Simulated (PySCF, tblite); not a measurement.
# C4H5BrFSi radical: geometry, infrared bands and EPR parameters

Aim: predict the infrared bands and EPR parameters of C4H5BrFSi radical (`F[CH]C1=CC[Si@H]1Br`).

Computed with tblite 0.8.0 and PySCF 2.14.0, with density-fitted response routines of our own, on a single molecule in the gas phase. Atoms are numbered from 0 throughout.

## 1. The starting structure

12 atoms, charge 0, multiplicity 2; geometry from: force field or distance geometry start.

Bonds of the start (Å): F0–C1 1.40, C1–C2 1.51, C2–C3 1.30, C3–C4 1.47, C4–Si5 1.83, Si5–Br6 2.25, Si5–C2 1.80, C1–H7 1.11, C3–H8 1.14, C4–H9 1.12, C4–H10 1.13, Si5–H11 1.47.

## 2. Geometry optimisation with GFN2-xTB

What the job is given:

```
{"job": {"kind": "relax", "xc": "GFN2-xTB", "basis": "xTB"}, "charge": 0, "multiplicity": 2}
F      2.610200     0.753700    -0.496700
C      1.986200    -0.455700    -0.824600
C      0.570600    -0.293400    -0.326600
C     -0.342200    -1.115800     0.088500
C     -1.498300    -0.270000     0.404900
Si    -0.490600     1.154900    -0.148200
Br     0.096300     2.633800     1.448700
H      2.417400    -1.273100    -0.206900
H     -0.260300    -2.243900     0.213800
H     -1.789800    -0.256100     1.489700
H     -2.387400    -0.441200    -0.270000
H     -0.911100     1.806100    -1.398700
```

Started as:

```console
OMP_NUM_THREADS=1 python probes_run.py task.json out
```

The driver reads the jobs from task.json and runs them one after another.

The program printed:

```text
step      E/eV     max force
  0    -586.12287    6.125
  1    -586.77843    2.886
  2    -587.01330    1.937
  3    -587.25398    1.487
  4    -587.37399    1.013
  5    -587.43645    0.864
  6    -587.46589    0.703
  7    -587.50762    0.741
  8    -587.53329    0.695
  9    -587.55422    0.434
 10    -587.56548    0.277
 11    -587.57288    0.233
 12    -587.57729    0.171
 13    -587.58062    0.185
 14    -587.58358    0.168
 15    -587.58697    0.172
 16    -587.59150    0.208
 17    -587.59621    0.189
 18    -587.59950    0.166
 19    -587.60133    0.112
 20    -587.60261    0.103
 21    -587.60417    0.122
 22    -587.60621    0.154
 23    -587.60826    0.136
 24    -587.61000    0.111
 25    -587.61163    0.107
 26    -587.61335    0.134
 27    -587.61482    0.136
 28    -587.61580    0.085
 29    -587.61650    0.084
 30    -587.61722    0.084
 31    -587.61801    0.110
 32    -587.61861    0.084
 33    -587.61894    0.038
 34    -587.61915    0.041
 35    -587.61935    0.046
 36    -587.61960    0.051
 37    -587.61986    0.043
 38    -587.62013    0.048
 39    -587.62044    0.051
 40    -587.62082    0.067
 41    -587.62119    0.053
 42    -587.62145    0.045
 43    -587.62160    0.026
 44    -587.62169    0.027
 45    -587.62177    0.024
 46    -587.62184    0.021
 47    -587.62190    0.022
 48    -587.62195    0.018
 49    -587.62200    0.021
 50    -587.62206    0.028
 51    -587.62215    0.032
 52    -587.62225    0.034
 53    -587.62236    0.033
 54    -587.62244    0.021
 55    -587.62250    0.018
 56    -587.62255    0.024
 57    -587.62260    0.023
 58    -587.62264    0.018
 59    -587.62268    0.017
 60    -587.62271    0.021
 61    -587.62276    0.028
 62    -587.62280    0.021
 63    -587.62282    0.013
 64    -587.62284    0.010
 65    -587.62286    0.017
 66    -587.62289    0.020
 67    -587.62291    0.013
 68    -587.62292    0.008
```

Wall time 0.46 s (1 thread of Arm Neoverse V1, shared host).

Relaxation path: (not every step is listed)

| step | energy from step 0 (eV) | largest force (eV/Å) |
| --- | --- | --- |
| 0 | 0.0000 | 6.1250 |
| 1 | -0.6556 | 2.8860 |
| 2 | -0.8904 | 1.9371 |
| 3 | -1.1311 | 1.4868 |
| 4 | -1.2511 | 1.0126 |
| 5 | -1.3136 | 0.8641 |
| 6 | -1.3430 | 0.7026 |
| 7 | -1.3847 | 0.7407 |
| 8 | -1.4104 | 0.6951 |
| 13 | -1.4577 | 0.1851 |
| 18 | -1.4766 | 0.1657 |
| 23 | -1.4854 | 0.1359 |
| 28 | -1.4929 | 0.0848 |
| 33 | -1.4961 | 0.0376 |
| 38 | -1.4973 | 0.0475 |
| 43 | -1.4987 | 0.0257 |
| 48 | -1.4991 | 0.0182 |
| 53 | -1.4995 | 0.0333 |
| 58 | -1.4998 | 0.0176 |
| 63 | -1.5000 | 0.0133 |
| 64 | -1.5000 | 0.0105 |
| 65 | -1.5000 | 0.0170 |
| 66 | -1.5000 | 0.0201 |
| 67 | -1.5000 | 0.0135 |
| 68 | -1.5000 | 0.0081 |

Close pairs (by a distance rule), those that changed most:

| bond | before (Å) | after (Å) | change (Å) |
| --- | --- | --- | --- |
| C1–C2 | 1.509 | 1.360 | -0.149 |
| C2–C3 | 1.297 | 1.390 | +0.094 |
| C2–Si5 | 1.804 | 1.897 | +0.093 |
| C4–Si5 | 1.831 | 1.923 | +0.092 |
| C3–H8 | 1.138 | 1.076 | -0.062 |
| F0–C1 | 1.400 | 1.345 | -0.054 |
| C4–H10 | 1.129 | 1.091 | -0.038 |
| Si5–Br6 | 2.254 | 2.218 | -0.036 |

The final coordinates are the input of the step that follows.

## 3. Harmonic vibrations with GFN2-xTB

What the job is given:

```
{"job": {"kind": "ir", "xc": "GFN2-xTB", "basis": "xTB"}, "charge": 0, "multiplicity": 2}
F      2.767806     0.569263    -0.895049
C      1.982567    -0.451327    -0.505077
C      0.675390    -0.233246    -0.197666
C     -0.320585    -1.118445     0.199379
C     -1.549378    -0.281168     0.369028
Si    -0.505995     1.250091    -0.146225
Br    -0.181089     2.686984     1.511671
H      2.503147    -1.396452    -0.479275
H     -0.245701    -2.180409     0.354660
H     -1.948964    -0.297139     1.385867
H     -2.367222    -0.576378    -0.290725
H     -0.808778     2.027540    -1.332614
```

The program printed:

```text
mode    cm-1     km/mol
  1      65.3      2.41
  2      83.5      2.94
  3     154.0     10.60
  4     176.2      8.55
  5     229.6      4.62
  6     338.0      3.91
  7     402.5     34.90
  8     475.0     17.32
  9     519.8     47.46
 10     588.0     22.72
 11     593.4     21.40
 12     616.0     58.13
 13     656.9     39.61
 14     669.2    178.18
 15     726.9    145.75
 16     754.4     69.68
 17    1009.2     18.71
 18    1020.0      6.14
 19    1101.7    161.67
 20    1160.8     13.08
 21    1182.9     14.66
 22    1234.3      9.92
 23    1335.1      6.28
 24    1445.4     39.23
 25    1518.4     84.74
 26    2363.5    275.82
 27    2930.0     30.35
 28    2962.6     20.68
 29    3074.1     23.83
 30    3107.1     58.18
```

Wall time 0.41 s (1 thread of Arm Neoverse V1, shared host).

Which atoms move in the most intense modes:

| cm⁻¹ | km/mol | atoms |
| --- | --- | --- |
| 616 | 58.1 | H11 52 %, H7 14 % |
| 669 | 178.2 | Si5 24 %, H11 17 %, C3 16 %, H8 14 % |
| 727 | 145.8 | H9 33 %, C4 24 %, H10 21 % |
| 754 | 69.7 | C4 40 %, Si5 22 %, H10 12 % |
| 1102 | 161.7 | C1 41 %, F0 33 %, H7 11 % |
| 1518 | 84.7 | C2 54 %, C1 33 % |
| 2364 | 275.8 | H11 97 % |
| 3107 | 58.2 | H8 92 % |

## 4. EPR parameters: B3LYP/def2-TZVP-core+pcH-1

The job, as its differences from that of step 3:

```diff
@@ -1,2 +1,2 @@
-{"job": {"kind": "ir", "xc": "GFN2-xTB", "basis": "xTB"}, "charge": 0, "multiplicity": 2}
+{"job": {"kind": "epr", "basis": "pcH-1"}, "charge": 0, "multiplicity": 2}
 F      2.767806     0.569263    -0.895049
```

With the program's defaults for keys left out, this is: UKS B3LYP, def2-TZVP-core on Br, pcH-1 on C F H Si, non-relativistic, mean-field spin-orbit, GIAO.

The program printed:

```text
UKS, coarse grid
  cycle   1  E = -3118.85958113  |g| = 1.61e+00
  cycle   2  E = -3118.78548773  |g| = 7.87e-01
  cycle   3  E = -3118.82524449  |g| = 5.68e-01
  cycle   4  E = -3118.95481462  |g| = 1.44e-01
  cycle   5  E = -3118.96419581  |g| = 4.11e-02
  cycle   6  E = -3118.96496376  |g| = 1.28e-02
  cycle   7  E = -3118.96504262  |g| = 4.92e-03
  cycle   8  E = -3118.96506006  |g| = 2.14e-03
  cycle   9  E = -3118.96506721  |g| = 1.06e-03
  cycle  10  E = -3118.96506796  |g| = 4.70e-04
UKS, final grid
  cycle   1  E = -3118.96512397  |g| = 3.88e-04
  cycle   2  E = -3118.96512389  |g| = 5.83e-04
  cycle   3  E = -3118.96512404  |g| = 4.49e-05
  cycle   4  E = -3118.96512404  |g| = 3.32e-05
  cycle   5  E = -3118.96512404  |g| = 8.03e-06
E = -3118.96512404 Eh   <S^2> = 0.7768 (exact 0.7500)
g shifts (ppm)      1          2          3
  rmc          -181       -181       -181
  gc             -2         33         39
  oz_so         153       2086       2963
  total         -29       1938       2821
hyperfine (MHz)  atom isotope    a_iso     a_fc   dipolar eigenvalues
    0   19F     100.46     100.04   -190.82   -161.19    352.02
    1   13C      61.19      61.14    -54.25    -53.87    108.11
    2   13C     -48.95     -48.97    -26.24      9.37     16.87
    3   13C      59.23      59.32    -51.60    -49.79    101.40
    4   13C     -22.62     -22.62     -1.73      0.76      0.98
    5  29Si      -9.21      -9.22     -1.37     -0.05      1.41
    6  79Br      -5.46      -5.23     -7.31      3.53      3.78
    7    1H     -44.21     -44.24    -22.56     -2.29     24.86
    8    1H     -39.85     -39.85    -22.03     -1.38     23.41
    9    1H      78.89      78.89     -3.29     -2.36      5.65
   10    1H      78.05      78.05     -3.26     -2.41      5.67
   11    1H      -3.72      -3.72     -1.32     -0.46      1.77
```

Run time: 2.8 min. Hardware: 1 thread of Arm Neoverse V1, shared host; peak memory 1.3 GiB.

Principal g values 2.00229, 2.00426, 2.00514; g(iso) = 2.00390, against 2.00232 for a free electron.

Hyperfine couplings, nucleus by nucleus at this fixed geometry (no averaging over rotations):

| nuclei | isotope | a(iso) (MHz) | a(iso) (G, at g = 2.0023) | largest dipolar term (MHz) |
| --- | --- | --- | --- | --- |
| F0 | 19F | 100.5 | 35.8 | 352.0 |
| H9 | 1H | 78.9 | 28.1 | 5.7 |
| H10 | 1H | 78.1 | 27.9 | 5.7 |
| C1 | 13C | 61.2 | 21.8 | 108.1 |
| C3 | 13C | 59.2 | 21.1 | 101.4 |
| C2 | 13C | -49.0 | -17.5 | -26.2 |
| H7 | 1H | -44.2 | -15.8 | 24.9 |
| H8 | 1H | -39.8 | -14.2 | 23.4 |
| C4 | 13C | -22.6 | -8.1 | -1.7 |
| Si5 | 29Si | -9.2 | -3.3 | 1.4 |
| Br6 | 79Br | -5.5 | -1.9 | -7.3 |
| H11 | 1H | -3.7 | -1.3 | 1.8 |

Mulliken spin populations:

```csv
atom,value (e)
F0,0.05
C1,0.60
C2,-0.24
C3,0.64
C4,-0.06
Si5,0.00
Br6,0.00
H7,-0.03
H8,-0.03
H9,0.03
H10,0.03
H11,0.00
```

In first order the couplings over 0.8 MHz of 19F, 1H, 79Br give 256 distinct lines over 129.0 G.

The fields below are evaluated on a grid from the run's orbitals.

ELF in a plane through or near 8 of the atoms.

Ten even steps from '0' (0.00) to '9' (1.00):
```
0000000000000000000000000000
0000000000000000000000000000
0000000000000000000000000000
0000000000004551000000000000
0000000000079996000000000000
0000000000079998100000000000
0000278710049996212110000000
0001899970025265855530000000
0001899983348427812741000000
0000158824833643612531000000
0000012514844863798510000000
0001588571148816336400000000
0001587582017417412100000000
0000256773001222343100000000
0000001110000123433210000000
0000000000000113333310000000
0000000000000123443210000000
0000000000000001221000000000
0000000000000000000000000000
0000000000000000000000000000
```
The map spans 10.8 Å across and 10.2 Å up, centred on the molecule. Atoms in the plane (x, y in Å): F0 (-2.7, -1.2), C1 (-2.1, 0.0), C2 (-0.7, 0.1), C3 (0.1, 1.2), C4 (1.5, 0.6), Si5 (0.7, -1.1), H7 (-2.8, 0.8), H8 (-0.1, 2.2).

On the surface of density 0.002 e/bohr³ the electrostatic potential runs, from the 1st to the 99th percentile, from -0.75 V near F0 to 1.27 V near H11.

The spin density lies nearest to C1, C3 about 33 % each; C2 10 % (beta excess); F0 6 %.

## 5. What came out

| quantity | value |
| --- | --- |
| strongest single infrared mode (GFN2-xTB) | 2364 cm⁻¹, 276 km/mol |
| zero-point energy (GFN2-xTB) | 46.5 kcal/mol |
| g(iso) (B3LYP) | 2.00390 |
| ⟨S²⟩ | 0.777 (exact 0.75) |
| largest a(iso) | 19F on F0, 100.5 MHz |
| potential on the surface of density 0.002 e/bohr³, 1st and 99th percentile | -0.75 V and 1.27 V |

**Reading.** Over 68 steps the energy fell by 1.500 eV; of the close pairs, C1–C2 changed most, 1.509 to 1.360 Å. No mode is imaginary among the 30: a minimum at this level. The strongest single mode, at 2364 cm⁻¹, moves mainly H11. Unscaled tight-binding wavenumbers are off by several per cent, some by more. Its intensities can rank the bands wrongly. The largest spin populations lie on C3 (0.64 e), C1 (0.60 e). The isotropic g lies 1.6 ppt above the free-electron value. The hyperfine terms hold no scalar relativity, which the heavier nuclei need. These values are for one conformer; the search (at its own cheap level) found 2 more, at 0.00, 0.81 kcal/mol (those within 0.05 may be mirror or relabelled copies), and measured spectra average over such forms.
